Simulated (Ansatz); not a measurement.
# CH₆S₂Si: one species, many methods

An exercise on one series of results from a longer session: the logs are not shown, and one member is left open.

Method: functionals in def2-TZVPP, the program's frozen cores in correlated methods; program: Ansatz 0.2.0, Gaussian basis.

Levels to be run: LDA (SPW92), PBE-D4, revPBE-D4, BLYP-D4, r2SCAN-D4, B97M-V, PBE0-D4, B3LYP-D4, r2SCANh-D4, r2SCAN0-D4, HSE06-D4, BHLYP-D4, CAM-B3LYP-D4, LC-ωPBE, ωB97X-V, ωB97M-V, B2PLYP, PBE-QIDH; CCSD(T)/def2-SVP; CCSD(T)/def2-TZVPP; MP2/def2-QZVPP; extrapolation to the limit; RPA on PBE.

## The geometry

All runs share one geometry, relaxed beforehand with PBE0-D4 in a triple-zeta def2 set.

SMILES `C[SiH](S)S`, 10 atoms, charge 0, spin multiplicity 1.

Atoms are counted from 1 here; the program's logs count them from 0.

Bond lengths: C1–Si2 1.860 Å, C1–H5 1.093 Å, C1–H6 1.092 Å, C1–H7 1.092 Å, Si2–S3 2.139 Å, Si2–S4 2.138 Å, Si2–H8 1.484 Å, S3–H9 1.343 Å, S4–H10 1.344 Å. Angles: Si2–C1–H5 110.6°, Si2–C1–H6 110.8°, Si2–C1–H7 110.0°, H5–C1–H6 108.4°, H5–C1–H7 108.7°, H6–C1–H7 108.4°, C1–Si2–S3 105.5°, C1–Si2–S4 113.5°, C1–Si2–H8 111.7°, S3–Si2–S4 112.3°, S3–Si2–H8 111.5°, S4–Si2–H8 102.6°, Si2–S3–H9 94.6°, Si2–S4–H10 94.5°.

Set-up of the first run:

File in.yaml:

```yaml
crystal:
  periodic: [false, false, false]
  atoms:
    - {symbol: C, position_ang: [-1.093307, 0.705559, -0.657794]}
    - {symbol: Si, position_ang: [0.068422, -0.568235, 0.040681]}
    - {symbol: S, position_ang: [0.126937, -0.195288, 2.145766]}
    - {symbol: S, position_ang: [2.013375, -0.522792, -0.844832]}
    - {symbol: H, position_ang: [-2.083977, 0.610118, -0.206250]}
    - {symbol: H, position_ang: [-0.722729, 1.714974, -0.465861]}
    - {symbol: H, position_ang: [-1.186571, 0.572483, -1.737485]}
    - {symbol: H, position_ang: [-0.388336, -1.949417, -0.254238]}
    - {symbol: H, position_ang: [1.052457, -1.136472, 2.395084]}
    - {symbol: H, position_ang: [2.296929, 0.717968, -0.412270]}
basis:
  gaussian: {orbitals: def2-TZVPP}
hamiltonian: {xc: lda}
output: {orbitals: {seedname: orbitals}}
```

The run is started by

```console
$ ansatz run in.yaml --threads 2 --pin off --events-out ev --progress --plain --max-ram 4352MiB
```

Steps of the session up to this table: LDA; PBE-D4 (GGA); revPBE-D4 (GGA); BLYP-D4 (GGA); r2SCAN-D4 (meta-GGA); B97M-V (meta-GGA); B3LYP-D4 (hybrid); r2SCANh-D4 (hybrid); r2SCAN0-D4 (hybrid); HSE06-D4 (hybrid); BHLYP-D4 (hybrid); CAM-B3LYP-D4 (range-separated); LC-ωPBE (range-separated); ωB97X-V (range-separated); ωB97M-V (range-separated); B2PLYP (double hybrid); PBE-QIDH (double hybrid).

One of the session's tables, all rows but one given; the rest of the session is left out.

It belongs to the step «Frontier levels by functional». 

| functional | HOMO (eV) | gap (eV) |
| --- | --- | --- |
| LDA (SPW92) | -6.19 | 5.14 |
| PBE-D4 | -6.08 | 5.20 |
| revPBE-D4 | -6.03 | 5.24 |
| BLYP-D4 | ? | ? |
| r2SCAN-D4 | -6.36 | 5.79 |
| B97M-V | -6.46 | 5.78 |
| PBE0-D4 | -7.28 | 7.33 |
| B3LYP-D4 | -7.04 | 6.84 |
| r2SCANh-D4 | -6.80 | 6.56 |
| r2SCAN0-D4 | -7.47 | 7.70 |
| HSE06-D4 | -6.89 | 6.55 |
| BHLYP-D4 | -8.35 | 9.31 |
| CAM-B3LYP-D4 | -8.59 | 9.67 |
| LC-ωPBE | -9.98 | 12.28 |
| ωB97X-V | -9.62 | 11.77 |
| ωB97M-V | -9.44 | 11.35 |

Estimate the missing values for BLYP-D4.

Worked estimate for «HOMO (eV)». Against the share of exact exchange, B3LYP-D4 (0.2, -7.04), BHLYP-D4 (0.5, -8.35) give a slope of -4.37 per unit share; at 0 the line stands at -6.17.

The run gave: HOMO (eV): -5.91; gap (eV): 5.14. In «HOMO (eV)» the line misses by -0.26.
